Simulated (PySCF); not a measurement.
# triplet SiHCl3: levels of theory compared

Wanted: a comparison of 4 runs (U-wB97M-V/def2-SVPD, UM06-2X/def2-SVPD, UPBE0/def2-SVPD, UTPSS/def2-SVPD) of triplet SiHCl3. Input form: a Python script.

Program for the calculation: PySCF 2.14.0.

3 further runs of the same task are left out: 3 set aside as unsound or not needed.

**1. The structure to begin with**

SiHCl3 has 5 atoms, charge 0, and is taken as a triplet. SMILES of the parent species: `Cl[SiH](Cl)Cl`. The shape is that of a PBE0-D4/def2-TZVP optimisation. That shape belongs to the parent species and isn't relaxed for this state.

Bond lengths: Cl1–Si2 2.030 Å, Si2–Cl3 2.030 Å, Si2–Cl4 2.030 Å, Si2–H5 1.469 Å. Angles: Cl1–Si2–Cl3 109.5°, Cl1–Si2–Cl4 109.5°, Cl3–Si2–Cl4 109.5°, Cl1–Si2–H5 109.5°, Cl3–Si2–H5 109.4°, Cl4–Si2–H5 109.4°.

**2. The energy at U-wB97M-V/def2-SVPD (run 1)**

Contents of input.xyz:

```xyz
5

Cl     1.690930    -0.571430     0.891880
Si    -0.081300    -0.012690     0.075440
Cl     0.017700     1.933700    -0.491290
Cl    -0.476020    -1.170520    -1.544190
H     -1.151310    -0.179060     1.068150
```

Contents of calc.py:

```python
from pyscf import gto, dft

system = gto.M(
    atom='input.xyz',
    basis='def2-svpd',
    spin=2,
    max_memory=1860,
    verbose=3,
)

calc0 = dft.UKS(system)
calc0.xc = 'wb97m-v'
calc0.conv_tol = 1e-10
calc0.nlcgrids.level = 1
calc0.grids.level = 5
calc0.kernel()
if not calc0.converged:
    calc0 = calc0.newton().run(calc0.mo_coeff, calc0.mo_occ)

e_tot = calc0.e_tot
print('E = %.10f Eh' % e_tot)
```

On the command line:

```bash
$ OMP_NUM_THREADS=1 python calc.py
```

The log of the run:

```text
WARN: HOMO 0.00198435031810673 >= LUMO -0.381288668283911

WARN: HOMO -0.177305056480726 >= LUMO -0.310712944609541

WARN: HOMO -0.142678375446265 >= LUMO -0.263422268674913

WARN: HOMO -0.14109998206497 >= LUMO -0.246426921208004

WARN: HOMO -0.143657799318039 >= LUMO -0.245855269030485

WARN: HOMO -0.143616544260897 >= LUMO -0.245210464291841

WARN: HOMO -0.144064765382995 >= LUMO -0.244760058699171

WARN: HOMO -0.144130899458642 >= LUMO -0.244426234745479

WARN: HOMO -0.1442018076771 >= LUMO -0.244303146040196

WARN: HOMO -0.14442208626519 >= LUMO -0.244162003031142

WARN: HOMO -0.144592174760034 >= LUMO -0.243912697325122

WARN: HOMO -0.144679980424553 >= LUMO -0.243859582701936

WARN: HOMO -0.144682788396339 >= LUMO -0.243820842958111

WARN: HOMO -0.144678276342634 >= LUMO -0.243821450779564

WARN: HOMO -0.144680622661502 >= LUMO -0.243818119897009

WARN: HOMO -0.144682965716298 >= LUMO -0.243817457462352

WARN: HOMO -0.144682321693773 >= LUMO -0.243818009166112

WARN: HOMO -0.144682067801846 >= LUMO -0.24381826057263

WARN: HOMO -0.144681930883579 >= LUMO -0.243818341110869

WARN: HOMO -0.144682088946587 >= LUMO -0.243818102326725

WARN: HOMO -0.144681930002893 >= LUMO -0.243818231805674

WARN: HOMO -0.14468214655381 >= LUMO -0.243818287221085

WARN: HOMO -0.144681353798985 >= LUMO -0.243818733212597

WARN: HOMO -0.144681780851934 >= LUMO -0.243817959758266

WARN: HOMO -0.144682618267501 >= LUMO -0.24381784797639

WARN: HOMO -0.1446814133235 >= LUMO -0.24381815868698

WARN: HOMO -0.144681576283874 >= LUMO -0.243818212583358

WARN: HOMO -0.144681748422434 >= LUMO -0.243818239488893

converged SCF energy = -1669.96428330143  <S^2> = 2.0083911  2S+1 = 3.0055889
E = -1669.9642833014 Eh
```

Wall time 5.3 min (1 thread of Arm Neoverse V1, shared host); peak memory 0.66 GiB.

**3. The energy at UM06-2X/def2-SVPD (run 2)**

Contents of job.py:

```python
from pyscf import gto, dft

mol = gto.M(
    atom='''
Cl   1.690930  -0.571430   0.891880
Si  -0.081300  -0.012690   0.075440
Cl   0.017700   1.933700  -0.491290
Cl  -0.476020  -1.170520  -1.544190
H   -1.151310  -0.179060   1.068150
''',
    spin=2,
    basis='def2-svpd',
    max_memory=1860,
    verbose=3,
)

ks = dft.UKS(mol, xc='m06-2x')
ks.conv_tol = 1e-10
ks.grids.level = 5
ks.kernel()
if not ks.converged:
    ks = ks.newton().run(ks.mo_coeff, ks.mo_occ)

e_final = ks.e_tot
print('E(%s) = %.9f' % ('M06-2X', e_final))
```

On the command line:

```bash
$ OMP_NUM_THREADS=1 python job.py
```

The log of the run:

```text
WARN: HOMO -0.0208992984988616 >= LUMO -0.375977163998462

WARN: HOMO -0.139802524988429 >= LUMO -0.330012165066173

WARN: HOMO -0.110358789769542 >= LUMO -0.29682702859613

WARN: HOMO -0.108273240332061 >= LUMO -0.2827475158074

WARN: HOMO -0.110567721381491 >= LUMO -0.281762066410529

WARN: HOMO -0.110542758581511 >= LUMO -0.281509042915462

WARN: HOMO -0.11083627163673 >= LUMO -0.281358832254986

WARN: HOMO -0.110854205472327 >= LUMO -0.281136625751083

WARN: HOMO -0.111050707978115 >= LUMO -0.281128155322987

WARN: HOMO -0.111182761073544 >= LUMO -0.280997417395447

WARN: HOMO -0.111247851841479 >= LUMO -0.280948545919321

WARN: HOMO -0.111302129020797 >= LUMO -0.280912893049323

WARN: HOMO -0.111314345949803 >= LUMO -0.280898186624455

WARN: HOMO -0.111311658068879 >= LUMO -0.280894698361017

WARN: HOMO -0.111312184135742 >= LUMO -0.280894228593969

WARN: HOMO -0.11130538421432 >= LUMO -0.280897915919345

WARN: HOMO -0.111313701967007 >= LUMO -0.280897823466912

WARN: HOMO -0.111309470640665 >= LUMO -0.280894682139277

WARN: HOMO -0.111310528085879 >= LUMO -0.280894638963218

WARN: HOMO -0.111310897748054 >= LUMO -0.280894714294904

WARN: HOMO -0.111311186176459 >= LUMO -0.280894579533334

converged SCF energy = -1669.98709574736  <S^2> = 2.0102322  2S+1 = 3.0068137
E(M06-2X) = -1669.987095747
```

It took 2.5 min on 1 thread of Arm Neoverse V1, shared host; peak memory 0.65 GiB.

Run 3 isn't shown in full; the table further down has it.

**4. A single-point energy at UTPSS/def2-SVPD (run 4)**

Contents of run.py:

```python
from pyscf import gto, dft

mol = gto.M(
    atom=[
    ('Cl', (1.690930, -0.571430, 0.891880)),
    ('Si', (-0.081300, -0.012690, 0.075440)),
    ('Cl', (0.017700, 1.933700, -0.491290)),
    ('Cl', (-0.476020, -1.170520, -1.544190)),
    ('H', (-1.151310, -0.179060, 1.068150)),
],
    max_memory=1860,
    verbose=4,
    basis='def2-svpd',
    spin=2,
    charge=0,
)

mf = dft.UKS(mol)
mf.xc = 'tpss'
mf.conv_tol = 1e-10
mf.grids.level = 5
mf.kernel()
if not mf.converged:
    mf = mf.newton().run(mf.mo_coeff, mf.mo_occ)

energy = mf.e_tot
print('E(%s) = %.9f' % ('TPSS', energy))
```

On the command line:

```bash
$ OMP_NUM_THREADS=1 python run.py
```

The log of the run:

```text
PySCF version 2.14.0

[INPUT] num. atoms = 5
[INPUT] num. electrons = 66
[INPUT] charge = 0
[INPUT] spin (= nelec alpha-beta = 2S) = 2
[INPUT] symmetry False subgroup None
[INPUT] Mole.unit = angstrom
[INPUT] Symbol           X                Y                Z      unit          X                Y                Z       unit  Magmom
[INPUT]  1 Cl     1.690930000000  -0.571430000000   0.891880000000 AA    3.195394595811  -1.079846199360   1.685408935977 Bohr   0.0
[INPUT]  2 Si    -0.081300000000  -0.012690000000   0.075440000000 AA   -0.153634733927  -0.023980624521   0.142560938837 Bohr   0.0
[INPUT]  3 Cl     0.017700000000   1.933700000000  -0.491290000000 AA    0.033448152405   3.654163407071  -0.928403547738 Bohr   0.0
[INPUT]  4 Cl    -0.476020000000  -1.170520000000  -1.544190000000 AA   -0.899547429815  -2.211962223326  -2.918096184292 Bohr   0.0
[INPUT]  5 H     -1.151310000000  -0.179060000000   1.068150000000 AA   -2.175660584473  -0.338374359865   2.018510959954 Bohr   0.0

[... 42 lines left out ...]
[... the frontier-level lines of each cycle are left out ...]
[... 5 lines left out ...]
[... 5 lines left out ...]
[... 5 lines left out ...]
[... 5 lines left out ...]
[... 5 lines left out ...]
[... 5 lines left out ...]
[... 5 lines left out ...]
[... 5 lines left out ...]
[... 5 lines left out ...]

cycle= 10 E= -1670.16557593523  delta_E= -1.09e-06  |g|= 8.52e-05  |ddm|= 0.00295


cycle= 11 E= -1670.16557594147  delta_E= -6.24e-09  |g|= 1.66e-05  |ddm|= 0.000354


cycle= 12 E= -1670.16557594172  delta_E= -2.47e-10  |g|= 2.23e-06  |ddm|= 6.11e-05


cycle= 13 E= -1670.16557594172  delta_E= -9.09e-13  |g|= 8.49e-07  |ddm|= 2.65e-05


Extra cycle  E= -1670.16557594171  delta_E= 5e-12  |g|= 2.97e-06  |ddm|= 9.57e-06
converged SCF energy = -1670.16557594171  <S^2> = 2.0032771  2S+1 = 3.002184
E(TPSS) = -1670.165575942
```

Run time: 1.7 min. Hardware: 1 thread of Arm Neoverse V1, shared host; peak memory 0.65 GiB.

**5. All runs side by side**

| run | level | nlc grid | energy (Eh) | dipole moment (D) | HOMO energy (eV) | ⟨S²⟩ | wall time |
| --- | --- | --- | --- | --- | --- | --- | --- |
| 1 | U-wB97M-V/def2-SVPD | 1 | -1669.964283 | 0.63 | -3.94 | 2.008 | 5.3 min |
| 2 | UM06-2X/def2-SVPD | – | -1669.987096 | 0.73 | -3.03 | 2.010 | 2.5 min |
| 3 | UPBE0/def2-SVPD | – | -1669.484219 | 0.86 | -2.31 | 2.007 | 89 s |
| 4 | UTPSS/def2-SVPD | – | -1670.165576 | 0.61 | -1.53 | 2.003 | 1.7 min |

**6. Summary of results**

```
                                 quantity           value
                      run 4: total energy  -1670.16558 Eh
                     run 4: dipole moment          0.61 D
run 4: HOMO energy (highest over α and β)        -1.53 eV
                              run 4: ⟨S²⟩           2.003
```

**Reading.** The dipole moment (its size) runs from 0.61 D (UTPSS/def2-SVPD) to 0.86 D (UPBE0/def2-SVPD). Totals of different functionals can't be ranked against each other. All runs together took 11 min, the longest 5.3 min.
